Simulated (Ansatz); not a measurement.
Run this with the Ansatz DFT code, driven from Python and show what comes out.

The script reads `al2o3.extxyz`:
```text
10
Lattice="4.613777 0.0 0.0 0.0 9.563279 0.0 0.0 0.0 3.119862" Properties=species:S:1:pos:R:3 pbc="T T T"
Al    2.38543805    3.10398215    1.55993100
Al    2.22833895    6.45929685    1.55993100
Al    0.07854955    1.67765735    0.00000000
Al    4.53522745    7.88562165    0.00000000
O     4.04335268    2.36165175    1.55993100
O     0.00000000    0.00000000    0.00000000
O     2.87731282    7.14329125    0.00000000
O     1.73646418    2.41998775    0.00000000
O     0.57042432    7.20162725    1.55993100
O     2.30688850    4.78163950    1.55993100
```

`bands_al2o3.py`
```python
# -*- coding: utf-8 -*-
from pathlib import Path

import ansatz
import numpy as np


def main():
    al2o3 = ansatz.Crystal.from_extxyz("al2o3.extxyz")

    path = [
        ("G", (0.0, 0.0, 0.0)),
        ("X", (0.5, 0.0, 0.0)),
        ("S", (0.5, 0.5, 0.0)),
        ("Y", (0.0, 0.5, 0.0)),
        ("G", (0.0, 0.0, 0.0)),
    ]
    calculation = (
        al2o3.calculation()
        .occupations("Fixed")
        .eigensolver("davidson", full_accuracy=True)
        .basis(320)
        .scf(extra_bands=6, self_checks="low")
        .kpoints(length=20)
        .functional("pbesol")
        .accuracy("medium")
        .band_structure([point for _, point in path], intervals=8)
        .scf(extra_bands=10)
        .density()
        .potential()
        .electron_localization_function()
        .output_files(volumetric_format="npy")
    )
    done = calculation.run()
    report = done.report

    print(f"free energy      {report['free_energy_ev']:.5f} eV")
    print(f"per atom         {report['free_energy_ev'] / len(done.lattice.sites):.5f} eV")
    print(f"SCF iterations   {report['n_iterations']}  (converged: {report['converged']})")

    folder = Path(done.write_results("fields"))
    print("densities in e/A^3, potentials in eV, ELF without unit")
    for name in sorted(p.name for p in folder.glob("*.npy")):
        field = np.load(folder / name)
        print(f"{name:16s} {str(field.shape):16s} min {field.min():10.4f}  mean {field.mean():10.4f}  max {field.max():10.4f}")

    bands = done.band_structure()
    fermi = bands.fermi_energy_ev
    print(f"zero of the bands: {fermi:.3f} eV, the Fermi level found on the SCF mesh")
    levels = bands.channels[0].eigenvalues_ev - fermi
    filled = round(report["n_electrons"]) // 2
    valence, conduction = levels[:, filled - 1], levels[:, filled]
    print("k (fractions)              top valence  bottom conduction (eV)")
    for k, lo, hi in zip(bands.kpoints_frac, valence, conduction):
        print(f"{k[0]:7.3f} {k[1]:7.3f} {k[2]:7.3f} {lo:12.3f} {hi:13.3f}")
    print(f"on this path: least direct gap {np.min(conduction - valence):.3f} eV, least gap {conduction.min() - valence.max():.3f} eV")


if __name__ == "__main__":
    main()
```

```console
$ python bands_al2o3.py
DeckWarning: basis.ecutwfc = 320 eV is below the records' recommended 420 eV, and the density's cutoff is lower with it unless basis.ecutrho_ratio is high enough to keep the records' density cutoff: compare with a run at a higher cutoff
free energy      -5475.46696 eV
per atom         -547.54670 eV
SCF iterations   7  (converged: True)
densities in e/A^3, potentials in eV, ELF without unit
elf.npy          (27, 60, 20)     min     0.0003  mean     0.2782  max     0.8628
rho.npy          (27, 60, 20)     min     0.0016  mean     0.3487  max     7.5442
v_es.npy         (27, 60, 20)     min   -55.4343  mean     2.4819  max    10.4430
v_tot.npy        (27, 60, 20)     min   -80.8746  mean    -6.3250  max     7.8971
zero of the bands: 2.729 eV, the Fermi level found on the SCF mesh
k (fractions)              top valence  bottom conduction (eV)
  0.000   0.000   0.000       -0.004         3.411
  0.062   0.000   0.000        0.004         3.475
  0.125   0.000   0.000        0.005         3.659
  0.187   0.000   0.000        0.001         3.939
  0.250   0.000   0.000       -0.000         4.290
  0.312   0.000   0.000       -0.002         4.687
  0.375   0.000   0.000       -0.007         5.103
  0.438   0.000   0.000       -0.015         5.519
  0.500   0.000   0.000       -0.022         5.911
  0.500   0.062   0.000       -0.022         5.909
  0.500   0.125   0.000       -0.021         5.905
  0.500   0.188   0.000       -0.020         5.900
  0.500   0.250   0.000       -0.020         5.893
  0.500   0.312   0.000       -0.020         5.887
  0.500   0.375   0.000       -0.019         5.882
  0.500   0.438   0.000       -0.021         5.878
  0.500   0.500   0.000       -0.020         5.876
  0.438   0.500   0.000       -0.020         5.738
  0.375   0.500   0.000       -0.021         5.453
  0.312   0.500   0.000       -0.022         5.130
  0.250   0.500   0.000       -0.022         4.808
  0.187   0.500   0.000       -0.022         4.518
  0.125   0.500   0.000       -0.026         4.282
  0.063   0.500   0.000       -0.025         4.128
  0.000   0.500   0.000       -0.023         4.074
  0.000   0.438   0.000       -0.018         3.937
  0.000   0.375   0.000       -0.014         3.810
  0.000   0.312   0.000       -0.014         3.696
  0.000   0.250   0.000       -0.010         3.597
  0.000   0.188   0.000       -0.009         3.518
  0.000   0.125   0.000       -0.006         3.459
  0.000   0.062   0.000       -0.004         3.423
  0.000   0.000   0.000       -0.004         3.411
on this path: least direct gap 3.414 eV, least gap 3.406 eV
```
(Warnings from the package without file and line.)

The settings weren't tested for convergence. The cutoff lies under the one recommended for these potentials. Semilocal gaps usually lie well under measured ones. With fixed filling the reported Fermi level is the top filled level among the k-points of the SCF. Densities and potentials on the grid are those of the valence electrons, and inside the cores they hang on the potentials used. The structure comes from a database of computed cells and needn't be a stable or known phase. Levels are Kohn-Sham eigenvalues on this mesh. Timing: 14 s on 1 thread of INTEL(R) XEON(R) PLATINUM 8581C CPU @ 2.10GHz (Emerald Rapids) (shared host), peak memory 0.42 GiB.

(A comment or docstring line of the script was reworded after the run, the code is as it ran; lines on the test bed's own set-up are left out of the output.)
